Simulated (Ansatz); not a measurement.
**doublet [BHOF2]+ at 6 levels**

Aim: a comparison of 6 runs (UHF/def2-SVPD, UB2PLYP/def2-SVPD, UBHLYP/def2-SVPD, UPBE0/def2-SVPD, USVWN5/def2-SVPD, UCCSD(T)/def2-SVPD) of doublet [BHOF2]+. 

The results are computed with Ansatz 0.2.0.

63 further runs of the same task are left out: 63 set aside as unsound or not needed.

### 1 Starting point

[BHOF2]+: 5 atoms, total charge +1, spin state doublet. SMILES of the parent species: `OB(F)F`. Geometry: relaxed at PBE0-D4/def2-TZVP. That shape belongs to the parent species and isn't relaxed for this state.

Bond lengths: O1–B2 1.345 Å, B2–F3 1.317 Å, B2–F4 1.327 Å, O1–H5 0.960 Å. Angles: O1–B2–F3 119.5°, O1–B2–F4 122.2°, F3–B2–F4 118.3°, B2–O1–H5 113.5°.

### 2 A single-point energy at UHF/def2-SVPD (run 1)

input.yaml reads:

```yaml
crystal:
  periodic: [false, false, false]
  atoms:
    - {symbol: O, position_ang: [0.038630, 1.000750, 0.174310]}
    - {symbol: B, position_ang: [0.105760, -0.342460, 0.137210]}
    - {symbol: F, position_ang: [0.731030, -0.986880, 1.100700]}
    - {symbol: F, position_ang: [-0.439530, -1.051930, -0.843330]}
    - {symbol: H, position_ang: [-0.435890, 1.380520, -0.568880]}
basis:
  gaussian: {orbitals: def2-SVPD}
total_charge: 1
magnetization: {spin_polarized: true, initial_magnetization: 1}
output: {orbitals: {seedname: orbitals}}
accuracy: high
hamiltonian: {xc: hf}
```

Started as:

```bash
$ ansatz run input.yaml --threads 1 --pin off --max-ram 3480MiB --events-out events.jsonl --progress --plain --runs-dir runs
```

The program printed:

```text
Warning: RAYON_NUM_THREADS=1 ignored (pool sized by the plan → 1); use --threads N
Functional definition: HF
  name "HF"
  exchange = exact_x
  correlation = 0
1902 factors; integrals over basis functions are off by at most 3.2e-9 eV
mean field evaluation 1: about -8117.5526 eV, gradient 3.9e1 eV
mean field evaluation 2: about -8117.6081 eV, gradient 3.9e1 eV
mean field evaluation 4: about -8122.7309 eV, gradient 2.5e0 eV
mean field evaluation 8: about -8122.7981 eV, gradient 3.3e-1 eV
mean field evaluation 16: about -8122.7999 eV, gradient 2.5e-8 eV
mean field evaluation 32: about -8121.7411 eV, gradient 4.8e0 eV
mean field evaluation 64: about -8122.4679 eV, gradient 9.4e0 eV
mean field -8122.79989856 eV, -298.5073904407 hartree, gradient 2.9e-8 eV, S^2 0.756186; 2 other end points of the search recorded, 0 dependent functions left out
reference -8122.79989856 eV, -298.5073904407 hartree; 16, 15 occupied and 81, 82 virtual orbitals, 1902 factors
Total energy: -8122.79989856 eV, -298.5073904407 hartree
```

Wall time 5.1 s (1 thread of Arm Neoverse V2, shared host); peak memory 0.3 GiB.

### 3 The energy at UB2PLYP/def2-SVPD (run 2)

job.yaml reads:

```yaml
crystal:
  periodic: [false, false, false]
  atoms:
    - symbol: O
      position_ang: [0.038630, 1.000750, 0.174310]
    - symbol: B
      position_ang: [0.105760, -0.342460, 0.137210]
    - symbol: F
      position_ang: [0.731030, -0.986880, 1.100700]
    - symbol: F
      position_ang: [-0.439530, -1.051930, -0.843330]
    - symbol: H
      position_ang: [-0.435890, 1.380520, -0.568880]
basis:
  gaussian:
    orbitals: def2-SVPD
total_charge: 1
magnetization:
  spin_polarized: true
  initial_magnetization: 1
hamiltonian:
  xc: {name: B2PLYP}
correlation:
  frozen_orbitals: {B: 1, F: 1, H: 0, O: 1}
accuracy: high
output: {orbitals: {seedname: orbitals}}
```

Started as:

```bash
$ ansatz run job.yaml --threads 1 --pin off --max-ram 3480MiB --events-out events.jsonl --progress --plain --runs-dir runs
```

The program printed (excerpt; [...] marks lines left out):

```text
Warning: RAYON_NUM_THREADS=1 ignored (pool sized by the plan → 1); use --threads N
Functional definition: B2PLYP
  name "B2PLYP"
[...]
1902 factors; integrals over basis functions are off by at most 3.2e-9 eV
[...]
mean field -8146.87624613 eV, -299.3921798942 hartree, gradient 3.8e-8 eV, S^2 0.755772; 2 other end points of the search recorded, 0 dependent functions left out
4 core orbitals not correlated: weight in the atoms' cores, before any rotation towards them, 1.000 or more for the frozen orbitals, at most 0.000 for the correlated occupied ones
reference -8146.87626889 eV, -299.3921807306 hartree; 12, 11 occupied and 81, 82 virtual orbitals, 1902 factors
second order -20.17291801 eV of doubles, -0.00000000 eV of singles
Total energy: -8152.32295675 eV, -299.5923428176 hartree
```

Run time: 16 s. Hardware: 1 thread of Arm Neoverse V2, shared host; peak memory 0.37 GiB.

Run 3 isn't shown in full; the table further down has it.

### 4 A single-point energy at UPBE0/def2-SVPD (run 4)

job.yaml: that of step 3 with these lines changed.

```diff
@@ -1 +1,3 @@
+basis:
+  gaussian: {orbitals: def2-SVPD}
 crystal:
@@ -13,13 +15,5 @@
       position_ang: [-0.435890, 1.380520, -0.568880]
-basis:
-  gaussian:
-    orbitals: def2-SVPD
 total_charge: 1
-magnetization:
-  spin_polarized: true
-  initial_magnetization: 1
-hamiltonian:
-  xc: {name: B2PLYP}
-correlation:
-  frozen_orbitals: {B: 1, F: 1, H: 0, O: 1}
+magnetization: {spin_polarized: true, initial_magnetization: 1}
+hamiltonian: {xc: {name: PBE0}}
 accuracy: high
```

Started as:

```bash
$ ansatz run job.yaml --threads 1 --pin off --max-ram 3480MiB --events-out events.jsonl --progress --plain --runs-dir runs
```

The program printed:

```text
Warning: RAYON_NUM_THREADS=1 ignored (pool sized by the plan → 1); use --threads N
Functional definition: PBE0
  name "PBE0"
  parameter a = 0.25
  parameter kappa = 0.804
  parameter beta = 0.06672455060314922
  exchange = (1 - a)*pbe_x(kappa = kappa, mu = beta*pi^2/3) + a*exact_x
  correlation = pbe_c(beta = beta)
1902 factors; integrals over basis functions are off by at most 3.2e-9 eV
mean field evaluation 1: about -8142.1729 eV, gradient 5.2e1 eV
mean field evaluation 2: about -8120.7739 eV, gradient 9.4e1 eV
mean field evaluation 4: about -8150.0817 eV, gradient 4.8e0 eV
mean field evaluation 8: about -8150.3244 eV, gradient 1.1e0 eV
mean field evaluation 16: about -8150.3286 eV, gradient 4.1e-3 eV
mean field evaluation 32: about -8150.3286 eV, gradient 1.4e-6 eV
mean field -8150.32864249 eV, -299.5190531202 hartree, gradient 1.4e-8 eV, S^2 0.756758; 6 other end points of the search recorded, 0 dependent functions left out
reference -8150.32864550 eV, -299.5190532308 hartree; 16, 15 occupied and 81, 82 virtual orbitals, 1902 factors
Total energy: -8150.32864550 eV, -299.5190532308 hartree
```

Run time: 18 s. Hardware: 1 thread of Arm Neoverse V2, shared host; peak memory 0.37 GiB.

Run 5 isn't shown in full; the table further down has it.

### 5 The energy at UCCSD(T)/def2-SVPD (run 6)

molecule.yaml reads:

```yaml
crystal:
  periodic: [false, false, false]
  atoms:
    - symbol: O
      position_ang: [0.038630, 1.000750, 0.174310]
    - symbol: B
      position_ang: [0.105760, -0.342460, 0.137210]
    - symbol: F
      position_ang: [0.731030, -0.986880, 1.100700]
    - symbol: F
      position_ang: [-0.439530, -1.051930, -0.843330]
    - symbol: H
      position_ang: [-0.435890, 1.380520, -0.568880]
basis:
  gaussian: {orbitals: def2-SVPD}
total_charge: 1
magnetization: {spin_polarized: true, initial_magnetization: 1}
correlation: {method: ccsd_t, frozen_orbitals: {B: 1, F: 1, H: 0, O: 1}}
accuracy: high
scf: {omitted_lower_state_checks: [cluster_reference, increment]}
```

Started as:

```bash
$ ansatz run molecule.yaml --threads 1 --pin off --max-ram 3480MiB --events-out events.jsonl --progress --plain --runs-dir runs
```

The program printed:

```text
Warning: RAYON_NUM_THREADS=1 ignored (pool sized by the plan → 1); use --threads N
[... 13 lines left out ...]
4 core orbitals not correlated: weight in the atoms' cores, before any rotation towards them, 1.000 or more for the frozen orbitals, at most 0.000 for the correlated occupied ones
[... 35 lines left out ...]
Total energy: -8140.24281121 eV, -299.1484056574 hartree
Checks for a lower state left out: cluster_reference, increment
```

It took 2.1 min on 1 thread of Arm Neoverse V2, shared host; peak memory 1.4 GiB.

### 6 Overview of the runs

```
run               level  frozen core orbitals  energy (Eh)  HOMO energy (eV)  LUMO energy (eV)   ⟨S²⟩  wall time
  1       UHF/def2-SVPD                     –  -298.507390            -24.53            -10.67  0.756      5.1 s
  2   UB2PLYP/def2-SVPD                     4  -299.592343            -21.16            -14.78  0.756       16 s
  3    UBHLYP/def2-SVPD                     –  -299.702111            -21.19            -15.35  0.756       14 s
  4     UPBE0/def2-SVPD                     –  -299.519053            -19.36            -16.83  0.757       18 s
  5    USVWN5/def2-SVPD                     –  -297.762571            -18.02                 –  0.752      9.6 s
  6  UCCSD(T)/def2-SVPD                     4  -299.148406                 –                 –  0.756    2.1 min
```

### 7 Results

| quantity | value |
| --- | --- |
| run 6: total energy | -299.14841 Eh |
| run 6: correlation energy (4 core orbitals frozen) | -641.0 mEh |
| run 6: (T) correction | -14.77 mEh |
| run 6: ⟨S²⟩ of the reference determinant | 0.756 |
| run 6: T1 diagnostic | 0.025 |

In words: Totals of different functionals can't be ranked against each other. All runs together took 3.2 min, the longest 2.1 min.
